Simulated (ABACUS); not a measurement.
HPbNO4:

```
Pb O N H
1.0
     4.20407    0.00000    0.00000
     2.02172    3.83951    0.00000
     2.04686    1.27900    6.28131
Pb O N H
1 4 1 1
Direct
  0.14426 0.92872 0.88352
  0.83108 0.65056 0.78405
  0.38694 0.22380 0.11295
  0.31104 0.03576 0.45856
  0.07726 0.60633 0.32275
  0.25670 0.28861 0.30171
  0.89145 0.68202 0.62796
```

The cell was built by a generator and needn't be a form met in nature.

Base run:

```yaml
Program: ABACUS 3.10.1
Functional: TPSS
Potentials_or_basis: SG15 ONCV 1.2 PBE
Cutoff: 1361 eV
Density_cutoff: 5442 eV
Basis: DZP LCAO (the cutoffs set its grid)
k_mesh: 7 × 7 × 5
Occupations: fermi-dirac, width 0.05 eV
Spin: no spin polarisation
```

Its results: band gap on the k mesh 2.90 eV, indirect (least direct gap 2.92 eV); pressure 3.7 GPa; largest force 1.758 eV/Å.

After a change of settings the same cell gave: band gap on the k mesh 2.77 eV, indirect (least direct gap 2.80 eV); pressure 1.8 GPa; largest force 1.502 eV/Å. Which change was it?
A. functional from TPSS to revPBE
B. functional from TPSS to LDA
C. functional from TPSS to WC

C.

TPSS gives the wider gap, since meta-GGAs in the generalised Kohn-Sham scheme recover part of the derivative discontinuity.

Caveats: the atomic orbitals were generated for these runs and aren't a published set; the potentials were made for another functional, which shifts forces and pressure; spin-orbit coupling is left out, which as a rule narrows the gap of such compounds by several tenths of an eV; an odd mesh through Γ misses points on the zone boundary, where band edges often lie; the basis of atomic orbitals isn't converged, which shifts pressures, moduli and gaps.

Runs at the PBE level aren't shown here.
